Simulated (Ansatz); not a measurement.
# C8H2: the cost of one run

Computed with Ansatz 0.2.0 (the levels named in each step, unless a step's input says otherwise).

### Step 1. The structure to begin with

Bond lengths: C1–C2 1.208 Å, C2–C3 1.347 Å, C3–C4 1.220 Å, C4–C5 1.338 Å, C5–C6 1.220 Å, C6–C7 1.347 Å, C7–C8 1.208 Å, C1–H9 1.048 Å, C8–H10 1.048 Å. Angles: C1–C2–C3 180.0°, C2–C1–H9 180.0°, C2–C3–C4 180.0°, C3–C4–C5 180.0°, C4–C5–C6 180.0°, C5–C6–C7 180.0°, C6–C7–C8 180.0°, C7–C8–H10 180.0°.

Coordinates:

```xyz
10

C     0.0000    0.0000   -4.4444
C     0.0000    0.0000   -3.2368
C     0.0000    0.0000   -1.8895
C     0.0000    0.0000   -0.6693
C     0.0000    0.0000    0.6691
C     0.0000    0.0000    1.8893
C     0.0000    0.0000    3.2368
C     0.0000    0.0000    4.4445
H     0.0000    0.0000   -5.4924
H     0.0000    0.0000    5.4927
```

### Step 2. A rough first relaxation, PBE-D4/def2-SVP

input.yaml reads:

```yaml
crystal:
  periodic: [false, false, false]
  atoms:
    - { symbol: C, position_ang: [0.0, 0.0, -4.44437] }
    - { symbol: C, position_ang: [0.0, 0.0, -3.23679] }
    - { symbol: C, position_ang: [0.0, 0.0, -1.88946] }
    - { symbol: C, position_ang: [0.0, 0.0, -0.66933] }
    - { symbol: C, position_ang: [0.0, 0.0, 0.66911] }
    - { symbol: C, position_ang: [0.0, 0.0, 1.88931] }
    - { symbol: C, position_ang: [0.0, 0.0, 3.23676] }
    - { symbol: C, position_ang: [0.0, 0.0, 4.4445] }
    - { symbol: H, position_ang: [0.0, 0.0, -5.49241] }
    - { symbol: H, position_ang: [0.0, 0.0, 5.49268] }
basis:
  gaussian: { orbitals: def2-SVP }
hamiltonian:
  xc: pbe
  dispersion: d4
relax:
  f_tol: 0.03
  max_steps: 200
```

Started as:

```console
ansatz run input.yaml --threads 4 --pin off --max-ram 10240MiB --backend cpu --events-out ev --progress --plain --runs-dir out
```

Q: Estimate wall time and peak memory on 4 threads of Intel Xeon Platinum 8259CL at 2.50GHz (Skylake/Cascade Lake), shared host.

About 8.5 s, with a peak of 0.18 GiB.
